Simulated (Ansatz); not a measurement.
# F2H2SSi: the cost of one run

Program: Ansatz 0.2.0. Level of theory: RKS PBE-D4/STO-3G. These are calculated values, not measurements.

**1. The starting structure**

Bond lengths: F1–Si2 1.612 Å, Si2–F3 1.612 Å, Si2–S4 2.111 Å, Si2–H5 1.482 Å, S4–H6 1.399 Å. Angles: F1–Si2–F3 108.6°, F1–Si2–S4 112.3°, F1–Si2–H5 108.5°, F3–Si2–S4 107.8°, F3–Si2–H5 110.6°, S4–Si2–H5 109.0°, Si2–S4–H6 94.7°.

Coordinates:

```xyz
6

F    -0.3785   -1.5388    0.7564
Si    0.4184   -0.3291    0.0497
F     0.4819   -0.6109   -1.5365
S    -0.5336    1.5332    0.3380
H     1.7832   -0.2659    0.6236
H    -1.7293    1.1475   -0.2774
```

**2. End point A**

input.yaml reads:

```yaml
crystal:
  periodic: [false, false, false]
  atoms:
    - { symbol: F, position_ang: [-0.3785, -1.5388, 0.7564] }
    - { symbol: Si, position_ang: [0.4184, -0.3291, 0.0497] }
    - { symbol: F, position_ang: [0.4819, -0.6109, -1.5365] }
    - { symbol: S, position_ang: [-0.5336, 1.5332, 0.338] }
    - { symbol: H, position_ang: [1.7832, -0.2659, 0.6236] }
    - { symbol: H, position_ang: [-1.7293, 1.1475, -0.2774] }
basis:
  gaussian: { orbitals: STO-3G }
hamiltonian:
  xc: pbe
  dispersion: d4
relax:
  f_tol: 0.015
  max_steps: 40
```

Launch:

```bash
> ansatz run input.yaml --threads 1 --pin off --max-ram 2048MiB --backend cpu --events-out ev --progress --plain --runs-dir out
```

What time and memory should one allow on 1 thread of Arm Neoverse V2, shared host?

About 9.1 s, with a peak of 0.12 GiB.
